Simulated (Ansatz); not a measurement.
# C6H18ClN3Zr: up Jacob's ladder to CCSD(T)

An exercise on one series of results from a longer session: the logs are not shown, and one member is left open.

Method: functionals in def2-TZVPP, the program's frozen cores in correlated methods; program: Ansatz 0.2.0, Gaussian basis.

Levels to be run: LDA (SPW92), PBE-D4, revPBE-D4, BLYP-D4, r2SCAN-D4, B97M-V, PBE0-D4, B3LYP-D4, r2SCANh-D4, r2SCAN0-D4, HSE06-D4, BHLYP-D4, CAM-B3LYP-D4, LC-ωPBE, ωB97X-V, ωB97M-V, B2PLYP, PBE-QIDH; CCSD(T)/def2-SVP; CCSD(T)/def2-TZVPP; MP2/def2-QZVPP; extrapolation to the limit; RPA on PBE.

**The relaxed structure**

All runs share one geometry, relaxed beforehand with PBE0-D4 in a triple-zeta def2 set. Zr takes the def2 core potential; no spin-orbit term is included.

SMILES `C[N](C)[Zr]([Cl])([N](C)C)[N](C)C`, 29 atoms, charge 0, spin multiplicity 1.

Atoms are counted from 1 here; the program's logs count them from 0.

Bond lengths: C1–N2 1.445 Å, C1–H12 1.100 Å, C1–H13 1.099 Å, C1–H14 1.099 Å, N2–C3 1.438 Å, N2–Zr4 2.023 Å, C3–H15 1.092 Å, C3–H16 1.100 Å, C3–H17 1.100 Å, Zr4–Cl5 2.416 Å, Zr4–N6 2.023 Å, Zr4–N9 2.023 Å, N6–C7 1.445 Å, N6–C8 1.438 Å, C7–H18 1.099 Å, C7–H19 1.100 Å, C7–H20 1.099 Å, C8–H21 1.100 Å and more. Angles: N2–C1–H12 111.9°, N2–C1–H13 111.0°, N2–C1–H14 112.0°, H12–C1–H13 107.0°, H12–C1–H14 107.9°, H13–C1–H14 106.7°, C1–N2–C3 113.2°, C1–N2–Zr4 113.4°, C3–N2–Zr4 133.3°, N2–C3–H15 110.5°, N2–C3–H16 111.7°, N2–C3–H17 111.5°, H15–C3–H16 108.1°, H15–C3–H17 107.7°, H16–C3–H17 107.2°, N2–Zr4–Cl5 110.8°, N2–Zr4–N6 108.1°, N2–Zr4–N9 108.1° and more.

Geometry (Å):

```xyz
29
charge 0, multiplicity 1
C    -1.6497   -2.4473    0.1950
N    -1.4878   -1.0482    0.5158
C    -2.3303   -0.6142    1.5969
Zr   -0.2082   -0.0836   -0.7195
Cl   -0.8772   -0.3493   -3.0258
N    -0.1858    1.8709   -0.1969
C    -1.4426    2.5408   -0.4390
C     0.8409    2.7521    0.2887
N     1.6450   -0.8371   -0.4187
C     2.1667   -1.8736    0.4296
C     2.6386   -0.2693   -1.3002
H    -1.3806   -3.0954    1.0418
H    -1.0068   -2.7358   -0.6485
H    -2.6818   -2.6857   -0.0981
H    -2.1783    0.4486    1.7966
H    -3.3955   -0.7704    1.3709
H    -2.1112   -1.1635    2.5241
H    -2.1944    1.8404   -0.8291
H    -1.8569    2.9788    0.4807
H    -1.3443    3.3449   -1.1816
H     0.5558    3.2147    1.2448
H     1.0446    3.5692   -0.4192
H     1.7710    2.2031    0.4495
H     2.9676   -1.4957    1.0817
H     2.5889   -2.7040   -0.1553
H     1.3788   -2.2757    1.0698
H     3.4567    0.2082   -0.7417
H     2.1975    0.5021   -1.9471
H     3.0792   -1.0252   -1.9652
```

Set-up of the first run:

File in.yaml:

```yaml
crystal:
  periodic: [false, false, false]
  atoms:
    - {symbol: C, position_ang: [-1.649661, -2.447343, 0.194993]}
    - {symbol: N, position_ang: [-1.487770, -1.048211, 0.515805]}
    - {symbol: C, position_ang: [-2.330254, -0.614171, 1.596860]}
    - {symbol: Zr, position_ang: [-0.208220, -0.083552, -0.719452]}
    - {symbol: Cl, position_ang: [-0.877226, -0.349311, -3.025765]}
    - {symbol: N, position_ang: [-0.185818, 1.870896, -0.196900]}
    - {symbol: C, position_ang: [-1.442587, 2.540753, -0.438963]}
    - {symbol: C, position_ang: [0.840931, 2.752096, 0.288662]}
    - {symbol: N, position_ang: [1.645005, -0.837065, -0.418662]}
    - {symbol: C, position_ang: [2.166732, -1.873584, 0.429625]}
    - {symbol: C, position_ang: [2.638595, -0.269258, -1.300211]}
    - {symbol: H, position_ang: [-1.380634, -3.095370, 1.041771]}
    - {symbol: H, position_ang: [-1.006837, -2.735847, -0.648473]}
    - {symbol: H, position_ang: [-2.681763, -2.685655, -0.098138]}
    - {symbol: H, position_ang: [-2.178286, 0.448567, 1.796557]}
    - {symbol: H, position_ang: [-3.395536, -0.770423, 1.370939]}
    - {symbol: H, position_ang: [-2.111227, -1.163529, 2.524125]}
    - {symbol: H, position_ang: [-2.194418, 1.840438, -0.829125]}
    - {symbol: H, position_ang: [-1.856895, 2.978796, 0.480729]}
    - {symbol: H, position_ang: [-1.344273, 3.344934, -1.181606]}
    - {symbol: H, position_ang: [0.555815, 3.214695, 1.244821]}
    - {symbol: H, position_ang: [1.044553, 3.569222, -0.419212]}
    - {symbol: H, position_ang: [1.771040, 2.203081, 0.449485]}
    - {symbol: H, position_ang: [2.967614, -1.495662, 1.081697]}
    - {symbol: H, position_ang: [2.588949, -2.704040, -0.155303]}
    - {symbol: H, position_ang: [1.378761, -2.275650, 1.069759]}
    - {symbol: H, position_ang: [3.456720, 0.208188, -0.741705]}
    - {symbol: H, position_ang: [2.197540, 0.502142, -1.947140]}
    - {symbol: H, position_ang: [3.079171, -1.025157, -1.965203]}
basis:
  gaussian: {orbitals: def2-TZVPP}
hamiltonian: {xc: lda}
output: {orbitals: {seedname: orbitals}}
```

Launch:

```sh
$ ansatz run in.yaml --threads 11 --pin off --events-out ev --progress --plain --max-ram 174080MiB --backend cuda --devices 0, --max-vram 75GiB
```

Among the steps run: LDA; PBE-D4 (GGA); revPBE-D4 (GGA); BLYP-D4 (GGA); r2SCAN-D4 (meta-GGA); B97M-V (meta-GGA); PBE0-D4 (hybrid); B3LYP-D4 (hybrid); r2SCANh-D4 (hybrid); r2SCAN0-D4 (hybrid); HSE06-D4 (hybrid); BHLYP-D4 (hybrid); CAM-B3LYP-D4 (range-separated); LC-ωPBE (range-separated); ωB97X-V (range-separated); ωB97M-V (range-separated); B2PLYP (double hybrid); PBE-QIDH (double hybrid).

One table of the session follows, with a row left open; its other results are not shown here.

It belongs to the step «Frontier levels by functional». 

```
  functional  HOMO (eV)  gap (eV)
 LDA (SPW92)      -5.28      4.10
      PBE-D4      -5.15      4.17
   revPBE-D4      -5.10      4.19
     BLYP-D4          ?         ?
   r2SCAN-D4      -5.37      4.58
      B97M-V      -5.53      4.68
     PBE0-D4      -6.39      6.27
    B3LYP-D4      -6.19      5.85
  r2SCANh-D4      -5.84      5.37
  r2SCAN0-D4      -6.55      6.56
    HSE06-D4      -5.99      5.49
    BHLYP-D4      -7.58      8.27
CAM-B3LYP-D4      -7.75      8.58
     LC-ωPBE      -9.07     11.01
     ωB97X-V      -8.76     10.46
     ωB97M-V      -8.69      9.89
```

Estimate the missing values for BLYP-D4.

Worked estimate for «HOMO (eV)». Against the share of exact exchange, B3LYP-D4 (0.2, -6.19), BHLYP-D4 (0.5, -7.58) give a slope of -4.63 per unit share; at 0 the line stands at -5.26.

As computed: HOMO (eV): -5.04; gap (eV): 4.18. In «HOMO (eV)» the line misses by -0.22.
